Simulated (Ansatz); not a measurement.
# GdO (F-43m) in Ansatz: single point with PBE0

Aim: the single point of GdO with PBE0.

Program: Ansatz 0.2.0. These are calculated values, not measurements. Logs are shortened: lines on timing, memory, paths and dates and some standing lists are left out, and cuts for length are marked.

### Step 1. The structure

It takes space group F-43m (No. 216, cubic). Conventional cell: a = 5.400 Å, b = 5.400 Å, c = 5.400 Å, α = 90.00°, β = 90.00°, γ = 90.00°. Around Gd (site symmetry -43m) lie 4 O at 2.34 Å. O (site symmetry -43m) has 4 Gd at 2.34 Å as nearest neighbours.

### Step 2. Single point, PBE0, collinear spin, ferromagnetic start

input reads:

```
crystal:
  lattice:
    - [0.0, 2.7, 2.7]
    - [2.7, 0.0, 2.7]
    - [2.7, 2.7, 0.0]
  atoms:
    - { symbol: Gd, position: [0.0, 0.0, 0.0], spin: 7.0 }
    - { symbol: O, position: [0.75, 0.75, 0.75] }
hamiltonian:
  xc: pbe0
  pseudopotentials: { kind: paw }
magnetization:
  spin_polarized: true
kpoints:
  mp_grid: { grid: [6, 6, 6] }
scf:
  occupations: { method: fermi_dirac, width: 0.05 }
output:
  forces: true
  stress: true
  eigenvalues: true
```

Potentials or basis: Ansatz PAW.

The log of the run:

```text
Warning: output.stress: scf.convergence.dr2_threshold = 1e-7 eV (the SCF's general default) is looser than the 2e-10 eV advised for a printed stress (1e-10 eV for each atom of the cell: 2). What an SCF threshold leaves in a stress goes as its square root, and in the free energy as the threshold itself, and one threshold admits the most on a small cell: of the crystals measured, under no hybrid functional and no lock of the moments, on runs that ended without the residual-converged pass, on stresses that held no estimate of that error, the worst erred by over 100 MPa in a component at 1e-7 eV an atom and by under 5 at 1e-10. Set scf.convergence.dr2_threshold to 2e-10 eV or tighter. The threshold is an SCF's pass mark: one that does not reach it within its budget of iterations ends unconverged, or closes short of it on a stop that the run arms, and scf.convergence.dr2_threshold's page says what that costs each kind of run
Warning: output.stress: scf.exx.energy_threshold = 1e-6 eV is looser than the 2e-8 eV advised for a stress under a hybrid functional (1e-8 eV for each atom of the cell: 2). Every SCF of the exchange loop can meet its threshold on dr2 while the loop round them stops early: no threshold on dr2 bounds what that leaves in the stress. Set scf.exx.energy_threshold to 2e-8 eV or tighter. The threshold is the loop's pass mark: a loop that does not reach it within its budget of cycles ends unconverged, and scf.exx.energy_threshold's page has the law
GPUs: using 1 of 1 available (devices: 1).
Engine: ansatz 0.2.0, x86_64-unknown-linux-gnu
Pseudopotentials: kind: paw
Pseudopotential: Gd, paw, valence charge 18, recommended cutoff 420 eV (normal), Gd.paw.azcp
Pseudopotential: O, paw, valence charge 6, recommended cutoff 420 eV (normal), O.paw.azcp
Functional definition: PBE0
  parameter a = 0.25
  parameter kappa = 0.804
  parameter beta = 0.06672455060314922
  exchange = (1 - a)*pbe_x(kappa = kappa, mu = beta*pi^2/3) + a*exact_x
  correlation = pbe_c(beta = beta)
device memory: the entry about to start is reckoned to put 0.8 GiB on a device that reports 64.3 GiB free (of which the cap on the GPU budget leaves the run 18.0 GiB)
GPU FFT provider: cuFFT
GPU libraries: cuBLAS 13.8.2, cuFFT 12.4.0, cuSOLVER 12.3.4
Crystal: 2 atoms, lattice volume = 39.366 Å³
Basis set: ecut = 420 eV, 749 PW (Γ), exchange–correlation on 54×54×54 points (8 copies of the dense FFT grid, shifted against one another)
Bands: 20, of which v1, the nominal top of the filled ones, is band 12 counted from 1 (11 counted from 0)
Symmetry: 24 space group operations
Space group: F-43m (ITA 216), of the structure as read, at distance tolerance 3.4e-5 Å
Magnetic group: BNS 216.74 (UNI 1576), of the structure as read, at distance tolerance 3.4e-5 Å
k-points: 16 of 216 (time reversal used)
Non-local potential: Gd, projectors of the file, l = 0: 3, l = 1: 2, l = 2: 2, l = 3: 3
Non-local potential: O, projectors of the file, l = 0: 2, l = 1: 2, l = 2: 1
PAW form: soft (Blöchl's): semilocal exchange-correlation on the pseudo side does not see the compensation charge
PAW frozen core: Gd, regenerated for the run's functional, and the local potential with it (the file was generated under x = pbe(κ = 0.804, μ = 0.2195149727645171), c = pbe(β = 0.06672455060314922))
PAW frozen core: O, regenerated for the run's functional, and the local potential with it (the file was generated under x = pbe(κ = 0.804, μ = 0.2195149727645171), c = pbe(β = 0.06672455060314922))
PAW one-centre angular grid: Gd, 590 points (default); XC on 64 Gauss nodes
PAW one-centre angular grid: O, 110 points (default); XC on 64 Gauss nodes
Initial density: superposition of atomic densities (chi_scale 0.1, normalization cell, long waves kept (reshape's long-wave potential 0.00 eV rms))
Starting moments: Σ|m| = 7 μB on 1 of 2 sites
Initial wavefunctions: pseudopotential atomic-orbital guess
GPU buffer pool allocated for 19683 grid points (all kernels)
GPU transforms: local potential and band sums: pruned to the plane-wave sphere, on 25×25×25
Functional: x = pbe(κ = 0.804, μ = 0.2195149727645171), c = pbe(β = 0.06672455060314922), warm-up for x = 0.75 pbe(κ = 0.804, μ = 0.2195149727645171) + 0.25 exact, c = pbe(β = 0.06672455060314922)
iter 1 solved again at ethr=4.94e-2 eV; its pass at ethr=1.00e-1 eV (dr2=1.18e1 eV) is discarded
SCF iter   1: F=—  HF=-9901.386383 eV  |F-HF|=—  |Δ(HF+E_count)|=         —  Δρ=2.35e-1 (↑2.35e-1 ↓1.37e-1)  dr2=1.19e1  dr2_m=1.09e1  M=6.000 μB ∫|m|=6.159 μB  β_m=0.64  ethr=4.94e-2  ⟨swp⟩=2.0  Hψ=2839  notcnv=0
Mixer restart at iter 1: flushing history
preconditioner: auto → Kerker (q_TF=auto, 2.512 Å⁻¹)  [metal: Δε(μ)=0.016 eV  Ē_g=12.228 eV  σ=0.050 eV  W_gap=0.08  n_scr=14 (ndim 8)  ℏωp=27.8 eV  f_vac=0.000  D(μ)=14.41/eV (n_scr^D=338)]
spin=Collinear: Kerker preconditioning applied to the charge; magnetization (m = ρ↑ − ρ↓) channel mixes plain (no charge-response kernel on spin).
[... 96 lines left out ...]
SCF iter   4: F=—  HF=-9903.530459 eV  |F-HF|=—  |Δ(HF+E_count)|=   3.63e-7  Δρ=1.54e-5 (↑1.54e-5 ↓5.74e-6)  dr2=1.12e-5  dr2_m=3.43e-8  M=7.991 μB ∫|m|=7.991 μB  β_m=0.78  ethr=2.53e-9  ⟨swp⟩=3.2  Hψ=1277  notcnv=0
SCF iter   5: F=-9903.530520 eV  HF=-9903.530521 eV  |F-HF|=3.65e-7  |Δ(HF+E_count)|=   6.14e-5  Δρ=9.91e-5 (↑9.91e-5 ↓4.92e-5)  dr2=2.50e-6  dr2_m=1.91e-6  M=7.991 μB ∫|m|=7.991 μB  ethr=3.63e-10  ⟨swp⟩=5.5  Hψ=2574  notcnv=0
SCF 5 stopped early in 5 iterations: F = -9903.530520 eV  dr2 = 2.50e-6
hybrid outer 4: dexx = +7.766e-5 eV, tail = 3.61e-4 eV, Δε = 3.60e-1 eV (about 1.03e-1 eV left of the loop's levels)
GPU FFT provider: cuFFT
GPU libraries: cuBLAS 13.8.2, cuFFT 12.4.0, cuSOLVER 12.3.4
GPU buffer pool allocated for 19683 grid points (all kernels)
GPU transforms: local potential and band sums: pruned to the plane-wave sphere, on 25×25×25
Exchange kernel: α = 0.2500, full range, Wigner–Seitz truncation, v(0) = 14442.0495 eV·Å³, q-mesh 6×6×6, nearest image of the exchange supercell L = 22.91 Å, pair-density grid 18×18×18, without the augmentation charges, whose exchange is taken in its separable form by FFT convolution over the k-point mesh (sized by the pseudopotential files, 24×24×24 at the most), smooth part of the exact exchange by density-matrix convolution in up to 2.82 GiB of GPU memory as planned if the GPU has room (build and FFT work areas not counted)
Frozen-core exchange: fock
SCF iter   1: F=—  HF=-9903.530307 eV  |F-HF|=—  |Δ(HF+E_count)|=         —  Δρ=5.11e-5 (↑5.11e-5 ↓2.57e-5)  dr2=9.91e-6  dr2_m=4.45e-7  M=7.991 μB ∫|m|=7.991 μB  β_m=0.30  ethr=2.08e-7  ⟨swp⟩=3.3  Hψ=1333  notcnv=0
preconditioner: auto → none  [insulator: Δε(μ)=0.991 eV  Ē_g=17.653 eV  σ=0.050 eV  W_gap=0.78  n_scr=14 (ndim 8)  ℏωp=27.8 eV  f_vac=0.023  D(μ)=0.07/eV (n_scr^D=0)]
SCF iter   2: F=—  HF=-9903.530307 eV  |F-HF|=—  |Δ(HF+E_count)|=   8.78e-8  Δρ=1.70e-5 (↑1.20e-5 ↓1.70e-5)  dr2=9.43e-6  dr2_m=5.54e-8  M=7.991 μB ∫|m|=7.991 μB  β_m=0.61  ethr=2.43e-9  ⟨swp⟩=4.1  Hψ=1283  notcnv=0
SCF iter   3: F=—  HF=-9903.530525 eV  |F-HF|=—  |Δ(HF+E_count)|=   2.18e-4  Δρ=2.73e-5 (↑1.19e-5 ↓2.73e-5)  dr2=1.66e-7  dr2_m=1.22e-7  M=7.991 μB ∫|m|=7.991 μB  β_m=0.61  ethr=3.17e-10  ⟨swp⟩=4.9  Hψ=2083  notcnv=0
SCF iter   4: F=—  HF=-9903.530525 eV  |F-HF|=—  |Δ(HF+E_count)|=   1.85e-8  Δρ=6.09e-6 (↑4.21e-6 ↓6.09e-6)  dr2=8.16e-8  dr2_m=8.09e-9  M=7.991 μB ∫|m|=7.991 μB  β_m=0.76  ethr=3.17e-10  ⟨swp⟩=3.1  Hψ=1126  notcnv=0
SCF iter   5: F=—  HF=-9903.530525 eV  |F-HF|=—  |Δ(HF+E_count)|=   2.66e-9  Δρ=1.02e-6 (↑1.02e-6 ↓7.43e-7)  dr2=8.01e-8  dr2_m=1.49e-10  M=7.991 μB ∫|m|=7.991 μB  β_m=0.76  ethr=1.29e-11  ⟨swp⟩=4.0  Hψ=1755  notcnv=0
SCF iter   6: F=—  HF=-9903.530526 eV  |F-HF|=—  |Δ(HF+E_count)|=   6.11e-7  Δρ=6.42e-6 (↑5.29e-6 ↓6.42e-6)  dr2=5.78e-9  dr2_m=1.16e-8  M=7.991 μB ∫|m|=7.991 μB  β_m=0.76  ethr=1.34e-12  ⟨swp⟩=5.9  Hψ=2256  notcnv=0
SCF iter   7: F=-9903.530526 eV  HF=-9903.530526 eV  |F-HF|=5.46e-12  |Δ(HF+E_count)|=   3.71e-9  Δρ=2.94e-7 (↑2.94e-7 ↓2.11e-7)  dr2=4.03e-9  dr2_m=2.06e-11  M=7.991 μB ∫|m|=7.991 μB  ethr=1.34e-12  ⟨swp⟩=5.0  Hψ=1703  notcnv=0
SCF 6 converged in 7 iterations: F = -9903.530526 eV  dr2 = 4.03e-9
  Residual-converged pass: ⟨swp⟩=1.9  Hψ=754  notcnv=0  max |occ|·‖R‖ = 2.4e-6 eV (tolerance 2.4e-6 eV)  dr2=4.03e-9  dr2_m=2.08e-11  dr2_onsite=1.90e-11  max |Δocc| = 6.7e-16
hybrid outer 5: dexx = +1.513e-6 eV, tail = 2.16e-8 eV, Δε = 4.98e-3 eV (about 4.62e-4 eV left of the loop's levels)
this state was not tested for a lower state beside it, because the functional holds exact exchange (a hybrid, or Hartree-Fock), whose exchange loop this test does not read (fock_operator); the stability check (scf.self_checks: high) cannot read this state: a pseudopotential is PAW: the check reads norm-conserving sets alone
hybrid SCF converged: 5 outer / 34 inner (+22 warm-up), last move |dexx| = 1.51e-6 eV, tail = 2.16e-8 eV
Magnetization: 7.9908 μB (15.9954 up, 8.0046 down)
Absolute magnetization: 7.9912 μB (∫|ρ↑−ρ↓|, with the PAW one-centre terms)
Spin contamination: 0.0078 ħ² per cell (⟨S²⟩ above its minimum at these occupations)
Per-site moments (μB) at R_I (Å): [(7.0294364508539395, 0.9645357934649184), (0.044214312442864244, 0.9645357934649184)]
Free energy (F): -9903.530526 eV
Frozen-core exchange: fock
Harris-Foulkes:  -9903.530526 eV  (|F-HF|=5.46e-12)
Internal energy: -9903.529848 eV  (E = F + TS)
E sigma→0 (E₀):  -9903.530187 eV
Entropy (-TS):   -0.000678 eV (-0.339 meV/atom)
Fermi energy:    11.952221 eV
--- Per-component energies (eV) ---
  E_band       = -89.843299
  E_kinetic    = 577.818009
  E_local      = -2481.336111  (includes V_loc(G=0)·N_el)
  E_nonlocal   = 332.819133
  E_hartree    = 1012.580841
  E_xc         = -237.452374
  E_vxc        = -268.548055  (∫ρ·V_xc dr)
  E_exx        = -87.809041  (= α·E_x^exact, valence–valence)
  E_paw        = -6588.900181  (= ΣΔE_a)
  E_vpaw       = -100.142449  (= ΣTr[D̂ρ^β])
  E_aug_tail   = 0.002407  (compensation charges beyond the density's cutoff)
  E_ewald      = -2431.631488
  E_core_change = 0.378958  (= ΣΔE_core)
  E_smearing   = -0.000678  (= −TS)
  E_closure    = 0.000000  (closes the sum)
  Σ components = -9903.530526   (vs F -9903.530526, Δ=0.00e0)
--- Forces (eV/Å), atoms counted from 1 ---
  atom   1  Gd    -0.00000000     0.00000000     0.00000000
  atom   2  O      0.00000000    -0.00000000    -0.00000000
  max |Σ_I F_I| component: 1.20e-16 eV/Å
--- Stress (GPa, compression-positive) ---
       -2.128887       0.000000      -0.000000
       -0.000000      -2.128887       0.000000
       -0.000000      -0.000000      -2.128887
  P = ⅓ Tr σ = -2.1289 GPa (-21.289 kbar)
--- Band table (eV; the first three rows and the last of 32) ---
  k-point 0 ↑: bands = ["-37.0306", "-12.9904", "-12.9904", "-12.9904", "-9.9090", "3.4258", "3.4258", "3.4258", "3.5478", "3.6320", "3.6320", "3.6320", "5.3747", "5.3747", "5.3747", "9.0680", "15.9339", "15.9339", "17.7979", "17.7979"]
  k-point 1 ↑: bands = ["-37.0198", "-13.3206", "-13.0125", "-13.0125", "-9.6108", "3.4313", "3.4407", "3.4407", "3.5759", "3.6103", "3.6103", "3.6326", "5.1214", "5.5085", "5.5085", "10.1910", "15.4814", "15.4814", "17.1380", "18.3288"]
  k-point 2 ↑: bands = ["-36.9979", "-13.8443", "-13.0560", "-13.0560", "-9.1743", "3.4576", "3.4589", "3.4589", "3.5924", "3.5949", "3.5949", "3.6338", "5.2303", "5.7243", "5.7243", "11.6648", "15.3980", "15.3980", "16.3237", "18.3440"]
  k-point 15 ↓: bands = ["-33.4775", "-12.2838", "-10.6871", "-10.5900", "-7.6614", "5.3901", "6.2653", "6.6746", "14.2291", "14.7180", "16.2839", "16.3445", "16.4602", "16.5704", "16.5995", "16.6388", "16.8640", "18.2087", "19.4324", "20.5402"]
```

Wall time 41 s (1 × NVIDIA H100 80GB HBM3 with 2 threads of AMD EPYC 7R13 (Zen 3), shared host); peak memory 2.2 GiB.

Results:

* Free energy: -9903.5305 eV
* Pressure: -2.1 GPa
* Band gap on the k mesh: none (metal or under the smearing width)
* Net moment: 7.99 μB per cell
* Absolute moment: 7.99 μB per cell
* Site moments: Gd +7.03; O +0.04 μB

Caveat: the magnetic or orbital state may not be the lowest; spin-orbit coupling is left out, which moves the levels of the heavy elements; a cell with one magnetic atom can't hold antiferromagnetic order, which such compounds often take; the PAW data sets come from PBE, with cores solved anew for the run's functional, which leaves a small shift of forces and pressure; the thresholds are loose for stress.
